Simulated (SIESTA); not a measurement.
Pt3Rh:

```
Pt Rh
1.0
    -1.95600    1.95600    3.92847
     1.95600   -1.95600    3.92847
     1.95600    1.95600   -3.92847
Pt Rh
3 1
Cartesian
  0.0000 0.0000 3.9285
  1.9560 0.0000 1.9642
  0.0000 1.9560 1.9642
  0.0000 0.0000 0.0000
```

The cell comes from a database or a generator and needn't be the stable form of this composition.

| Property | Result |
| --- | --- |
| Program | SIESTA 5.4.2 |
| Task | single point |
| Functional | PBEsol |
| Potentials or basis | PseudoDojo 0.4 standard (PBEsol files) |
| Basis | DZP (energy shift 0.003 Ry; two zetas on semicore shells) |
| Grid cutoff | 800 Ry |
| Energy shift | 0.003 Ry |
| k mesh | 10 × 10 × 10 |
| Occupations | fermi-dirac, width 0.05 eV |
| Spin | no spin polarisation |

On this cell: pressure -4.2 GPa; largest force under 0.003 eV/Å; band gap on the k mesh none (metal or under the smearing width).

The same run follows on a disturbed copy (atoms moved at random, drawn with an rms of 0.05 Å):

```xyz
4
Lattice="-1.9560 1.9560 3.9285 1.9560 -1.9560 3.9285 1.9560 1.9560 -3.9285" Properties=species:S:1:pos:R:3 pbc="T T T"
Pt    0.0161    0.0126    3.9638
Pt    1.9312   -0.0229    1.9851
Pt    0.0449    1.9440    1.9388
Rh    0.0192   -0.0276   -0.0091
```

Question: What changes?

Answer: The energy (extrapolated to zero smearing) moves by +11.8 meV/atom; pressure -3.5 GPa; largest force 0.854 eV/Å; band gap on the k mesh none (metal or under the smearing width).

Forces on the atoms (eV/Å):
```
Pt   0.014 -0.415 -0.478
Pt   0.753  0.195  0.047
Pt  -0.712 -0.062  0.468
Rh  -0.056  0.279 -0.037
```

Stress tensor (GPa, compression positive):
```
-3.31  0.04 -0.37
 0.04 -3.40  0.09
-0.37  0.09 -3.92
```

Caveats: short orbitals over semicore shells can move pressures by several GPa; the basis of atomic orbitals isn't converged, which shifts pressures, moduli and gaps.
